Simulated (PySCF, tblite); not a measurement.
**C4H4ClNO2: geometry, infrared bands and NMR shifts**

Aim: predict the infrared bands and NMR shifts of C4H4ClNO2 (`OCc1cc(Cl)no1`).

Computed with tblite 0.8.0 and PySCF 2.14.0, with density-fitted response routines of our own, on a single molecule in the gas phase. Atoms are numbered from 0 throughout.

## Step 1: Starting geometry

12 atoms, charge 0, multiplicity 1; geometry from: force field or distance geometry start.

Bonds of the start (Å): O0–C1 1.43, C1–C2 1.49, C2–C3 1.36, C3–C4 1.40, C4–Cl5 1.68, C4–N6 1.34, N6–O7 1.38, O7–C2 1.35, O0–H8 0.97, C1–H9 1.09, C1–H10 1.09, C3–H11 1.08.

## Step 2: Relaxing the molecule with GFN2-xTB

What the job is given:

```
{"job": {"kind": "relax", "xc": "GFN2-xTB", "basis": "xTB"}, "charge": 0, "multiplicity": 1}
O     -2.155100    -0.216900     0.766000
C     -1.553000     0.211600    -0.453300
C     -0.083200     0.030400    -0.281500
C      0.843700     0.555800     0.571700
C      2.045300    -0.048500     0.174400
Cl     3.565800     0.196400     0.856800
N      1.876900    -0.862800    -0.876200
O      0.526100    -0.808500    -1.153800
H     -1.979800    -1.169700     0.859400
H     -1.802000     1.257500    -0.607000
H     -1.954900    -0.385500    -1.272800
H      0.671500     1.239600     1.390400
```

On the command line:

```
> OMP_NUM_THREADS=1 python probes_run.py task.json out
```

This one command runs all jobs of the session in turn.

**Question.** This job is followed by: GFN2-xTB harmonic vibrations, gas phase; GIAO PBE0/pcSseg-1 NMR shielding, non-relativistic, gas phase. Predict these results of the whole session: strongest single infrared mode (GFN2-xTB); zero-point energy (GFN2-xTB); ¹³C shifts against TMS (PBE0/pcSseg-1); ¹H shifts against TMS (PBE0/pcSseg-1, means over atoms taken as alike); ¹⁷O shifts against H2O (PBE0/pcSseg-1); ³⁵Cl shifts against HCl (PBE0/pcSseg-1); ¹⁵N shifts against NH3 (PBE0/pcSseg-1); surface potential, 1st and 99th percentile.

**Answer**, as computed:

| quantity | value |
| --- | --- |
| strongest single infrared mode (GFN2-xTB) | 1327 cm⁻¹, 105 km/mol |
| zero-point energy (GFN2-xTB) | 49.3 kcal/mol |
| ¹³C shifts against TMS (PBE0/pcSseg-1) | 183.2, 164.5, 113.4, 62.1 ppm |
| ¹H shifts against TMS (PBE0/pcSseg-1, means over atoms taken as alike) | 6.60, 5.07, 0.78 ppm |
| ¹⁷O shifts against H2O (PBE0/pcSseg-1) | 400.6, 46.8 ppm |
| ³⁵Cl shifts against HCl (PBE0/pcSseg-1) | 167 ppm |
| ¹⁵N shifts against NH3 (PBE0/pcSseg-1) | 406.1 ppm |
| surface potential, 1st and 99th percentile | -1.53 V and 2.34 V |

The optimisation took 39 steps and gained 0.121 eV; among the close pairs (by a distance rule), N6–O7 changed most, from 1.380 to 1.348 Å. The lowest mode is imaginary (30i cm⁻¹), so the xTB geometry is not a minimum. The strongest single mode, at 1327 cm⁻¹, is carried by H9, H8, C1. Unscaled tight-binding wavenumbers are off by several per cent, some by more. Its intensities can rank the bands wrongly. NICS(1)zz of -25 ppm above the planar ring from C2 marks a diatropic (aromatic) ring current. By nearest atom (PBE0/pcSseg-1), the HOMO sits on N6 33 %; C2 23 % and the LUMO on C2 27 %; N6 21 %.
